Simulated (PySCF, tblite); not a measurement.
**C4H4N2O: geometry, infrared bands, NMR shifts and spin-spin couplings**

What infrared bands, NMR shifts and spin-spin couplings should C4H4N2O (`Oc1ccnnc1`) show?

Computed with tblite 0.8.0 and PySCF 2.14.0, with density-fitted response routines of our own, on a single molecule in the gas phase. Atoms count from 0, in the outputs and in this text.

## (1) Starting geometry

11 atoms, charge 0, multiplicity 1; geometry from: force field or distance geometry start.

Bonds of the start (Å): O0–C1 1.37, C1–C2 1.37, C2–C3 1.38, C3–N4 1.36, N4–N5 1.36, N5–C6 1.36, C6–C1 1.38, O0–H7 0.96, C2–H8 1.08, C3–H9 1.08, C6–H10 1.08.

## (2) Optimising the geometry with GFN2-xTB

What the job is given:

```
{"job": {"kind": "relax", "xc": "GFN2-xTB", "basis": "xTB"}, "charge": 0, "multiplicity": 1}
O      1.946400     0.845600     0.093100
C      0.720800     0.234500     0.007600
C     -0.399900     0.992600     0.205300
C     -1.630800     0.365600     0.113400
N     -1.748900    -0.965800    -0.118500
N     -0.631100    -1.715400    -0.309800
C      0.583500    -1.117700    -0.238900
H      2.650000     0.201200    -0.050000
H     -0.339200     2.055300     0.403300
H     -2.568300     0.890200     0.259700
H      1.422900    -1.783400    -0.391400
```

Started as:

```sh
$ OMP_NUM_THREADS=1 python probes_run.py task.json out
```

This one command runs all jobs of the session in turn.

**Question.** This job is followed by: GFN2-xTB harmonic vibrations, gas phase; GIAO PBE0/pcSseg-1 NMR shielding, non-relativistic, gas phase; B3LYP/pcJ-1 indirect spin-spin coupling, non-relativistic, gas phase. What will the session give for the following? strongest single infrared mode (GFN2-xTB); zero-point energy (GFN2-xTB); 13C shifts against TMS (PBE0/pcSseg-1); 1H shifts against TMS (PBE0/pcSseg-1); 17O shifts against H2O (PBE0/pcSseg-1); 15N shifts against NH3 (PBE0/pcSseg-1); surface potential, 1st and 99th percentile; largest coupling of the table (B3LYP/pcJ-1).

**Answer**, as computed:

| quantity | value |
| --- | --- |
| strongest single infrared mode (GFN2-xTB) | 1140 cm⁻¹, 151 km/mol |
| zero-point energy (GFN2-xTB) | 48.6 kcal/mol |
| 13C shifts against TMS (PBE0/pcSseg-1) | 160.8, 154.8, 144.6, 115.0 ppm |
| 1H shifts against TMS (PBE0/pcSseg-1) | 9.36, 9.08, 7.01, 4.45 ppm |
| 17O shifts against H2O (PBE0/pcSseg-1) | 114.7 ppm |
| 15N shifts against NH3 (PBE0/pcSseg-1) | 471.7, 440.5 ppm |
| surface potential, 1st and 99th percentile | -2.05 V and 2.98 V |
| largest coupling of the table (B3LYP/pcJ-1) | 1J(C,H) C3–H9, 190.9 Hz |

Over 18 steps the energy fell by 0.215 eV; of the close pairs, N4–N5 changed most, 1.359 to 1.297 Å. All 27 modes are real, so the xTB geometry is a minimum. The strongest single mode, at 1140 cm⁻¹, moves mainly H7. GFN2-xTB is a fitted tight-binding method: band positions and strengths are rough. Its intensities can rank the bands wrongly. NICS(1)zz of -27 ppm above the planar ring from C1 marks a diatropic (aromatic) ring current. At PBE0/pcSseg-1, counted by nearest atom on the grid, the HOMO lies on N4, N5 about 40 % each; C3, C6 about 7 % each, the LUMO on N5 29 %; C2 22 %. In the run at B3LYP/pcJ-1, the largest coupling of the table is C3–H9, 190.9 Hz, of which the Fermi-contact term gives 190.4 Hz.
